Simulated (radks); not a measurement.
# Nuclear size and the levels of Sn²⁺

Aim: how the total energy, the levels and the density at the nucleus of Sn²⁺ respond when the nuclear radius is scaled.

Method: Dirac Kohn-Sham, exchange-only LDA, spin-unpolarised, spherical densities, finite nucleus. Code: radks (a radial shooting solver on a logarithmic mesh, Libxc functionals) version 1.

## (1) What is computed

* element: tin (Z = 50)
* charge: +2
* electrons: 48
* configuration: [Kr] 4d10 5s2
* nuclear rms radius: 4.6519 fm

Outer shells as boxes (Hund's rule):

Sn²⁺
```
[Kr] core
4d [↑↓][↑↓][↑↓][↑↓][↑↓]
5s [↑↓]
```

## (2) rms radius 4.6519 fm

The run's settings:

```text
Z 50
configuration [Kr] 4d10 5s2 5p0 6s0
relativity Dirac
functional lda,
spin unpolarised
j_filling energy
nucleus finite rms 4.6519 fm
c 137.035999084
```

## (3) rms radius 4.1448 fm

Changes since step 2:

```diff
@@ -6,3 +6,3 @@
 j_filling energy
-nucleus finite rms 4.6519 fm
+nucleus finite rms 4.1448 fm
 c 137.035999084
```

## (4) rms radius 4.41 fm

Changes since step 3:

```diff
@@ -6,3 +6,3 @@
 j_filling energy
-nucleus finite rms 4.1448 fm
+nucleus finite rms 4.41 fm
 c 137.035999084
```

## (5) rms radius 5.0334 fm

Changes since step 4:

```diff
@@ -6,3 +6,3 @@
 j_filling energy
-nucleus finite rms 4.41 fm
+nucleus finite rms 5.0334 fm
 c 137.035999084
```

## (6) rms radius 5.3636 fm

Changes since step 5:

```diff
@@ -6,3 +6,3 @@
 j_filling energy
-nucleus finite rms 5.0334 fm
+nucleus finite rms 5.3636 fm
 c 137.035999084
```

**Question.** What will these runs give? Wanted: for each run, rms radius; total energy shift; density at nucleus; 1s1/2 shift; 2s1/2 shift; 4p1/2 shift; 5s1/2 shift; 5p1/2 shift.

The runs gave:

```csv
rms radius (fm),total energy shift (eV),density at nucleus (e/bohr³),1s1/2 shift (meV),2s1/2 shift (meV),4p1/2 shift (meV),5s1/2 shift (meV),5p1/2 shift (meV)
4.1448,-0.845,1.937e+05,-355,-40.6,0.146,-0.149,0.0437
4.41,-0.414,1.919e+05,-174,-19.9,0.0713,-0.0727,0.0214
4.6519,0,1.903e+05,0,0,0,0,0
5.0334,0.690,1.881e+05,290,33.1,-0.119,0.121,-0.0357
5.3636,1.32,1.862e+05,556,63.6,-0.228,0.233,-0.0685
```

**Reading.** Shifts are against the first run. Over the range the 1s1/2 level moves by 0.911 eV and the 5p1/2 level by -0.112 meV. A larger nucleus binds the 1s electrons less and lowers the density at its centre. These are shifts of eigenvalues, not the field shifts of spectral lines.
